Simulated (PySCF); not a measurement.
# Rb³⁺ (triplet): the SCF solver's settings

Aim: find out which solver settings change the answer for Rb³⁺ (triplet).

The runs use PySCF 2.14.0; method and basis as typed in the scripts.

3 further runs of the same task are left out: 1 for a known fault of the program, 2 that didn't finish.

### 1 The atom

Rb³⁺ (triplet): 1 atom, charge 3, spin multiplicity 3.

### 2 The base run

The input, input.py:

```python
from pyscf import gto, dft

mol = gto.M(
    atom='Rb 0 0 0',
    basis='jorge-dzp-dkh',
    charge=3,
    spin=2,
    symmetry=True,
    verbose=4,
)
mf = dft.UKS(mol, xc='m062x')
mf = mf.sfx2c1e()
mf.kernel()
mf.analyze()
print('orbital energies (hartree):', [e[max(0, n-3):n+3].round(4) for e, n in zip(mf.mo_energy, mol.nelec)])
```

Run with:

```bash
$ OMP_NUM_THREADS=1 python input.py
```

The log of this run is left out.

In short: E(SCF) = -2978.248055 Eh, 6 cycles, ⟨S²⟩ = 2.000.

The triplet is typed in the script; nothing here shows that it is the ground state.

### 3 Convergence threshold 1e-13 hartree

Variant 1 changes convergence threshold: default → 1e-13 hartree.

The input, input.py:

```python
from pyscf import gto, dft

mol = gto.M(
    atom='Rb 0 0 0',
    basis='jorge-dzp-dkh',
    charge=3,
    spin=2,
    symmetry=True,
    verbose=4,
)
mf = dft.UKS(mol, xc='m062x')
mf = mf.sfx2c1e()
mf.conv_tol = 1e-13
mf.kernel()
mf.analyze()
print('orbital energies (hartree):', [e[max(0, n-3):n+3].round(4) for e, n in zip(mf.mo_energy, mol.nelec)])
```

Run with:

```bash
$ OMP_NUM_THREADS=1 python input.py
```

### 4 Point-group symmetry off

Variant 2 changes point-group symmetry: on → off.

input.py: that of step 2 with these lines changed.

```diff
@@ -7,3 +7,2 @@
     spin=2,
-    symmetry=True,
     verbose=4,
```

### 5 Level shift 0.5 hartree

Variant 3 changes level shift: none → 0.5 hartree.

input.py: that of step 2 with these lines changed.

```diff
@@ -12,2 +12,3 @@
 mf = mf.sfx2c1e()
+mf.level_shift = 0.5
 mf.kernel()
```

### 6 Convergence threshold 0.001 hartree

Variant 4 changes convergence threshold: default → 0.001 hartree.

input.py: that of step 2 with these lines changed.

```diff
@@ -12,2 +12,3 @@
 mf = mf.sfx2c1e()
+mf.conv_tol = 0.001
 mf.kernel()
```

### 7 Smearing width 0.01 hartree

Variant 5 changes smearing width: none → 0.01 hartree.

input.py: that of step 2 with these lines changed.

```diff
@@ -1,2 +1,2 @@
-from pyscf import gto, dft
+from pyscf import gto, dft, scf
 
@@ -12,2 +12,3 @@
 mf = mf.sfx2c1e()
+mf = scf.addons.smearing_(mf, sigma=0.01, method='fermi')
 mf.kernel()
```

Before running it: what results should come out? Wanted: for each run, E(SCF); from base; gap, α spin.

As calculated:

```
                                run  E(SCF) (hartree)  from base (eV)  cycles  gap, α spin (eV)
                               base      -2978.248055               0       6             30.74
convergence threshold 1e-13 hartree      -2978.248055          0.0000      13             30.74
           point-group symmetry off      -2978.249033         -0.0266      12             30.71
            level shift 0.5 hartree      -2978.248055          0.0000       9             30.74
convergence threshold 0.001 hartree      -2978.248055          0.0000       3             30.74
        smearing width 0.01 hartree      -2978.042957  not comparable       7               n/a
```

Distance from each run's final energy (log10 hartree) by cycle:

```
                                run  cycle 1  cycle 2  cycle 3  cycle 5  cycle 8  cycle 12
                               base     -1.5     -3.8     -5.6    -10.3     done      done
convergence threshold 1e-13 hartree     -1.5     -3.8     -5.6    -10.3    < -11     < -11
           point-group symmetry off     -1.4     -3.7     -5.0     -5.2     -5.8     -10.5
            level shift 0.5 hartree     -1.5     -2.7     -3.8     -6.1     -9.7      done
convergence threshold 0.001 hartree     -1.5     -3.8     -5.6     done     done      done
        smearing width 0.01 hartree     -1.5     -3.8     -6.0     -9.5     done      done
```

What this shows: No change of the SCF energy comes from convergence threshold 1e-13 hartree or level shift 0.5 hartree or convergence threshold 0.001 hartree. With point-group symmetry off the SCF ends in another solution, 0.03 eV lower: the path to self-consistency decides the state here. The base needs 6 cycles and the run with level shift 0.5 hartree needs 9.
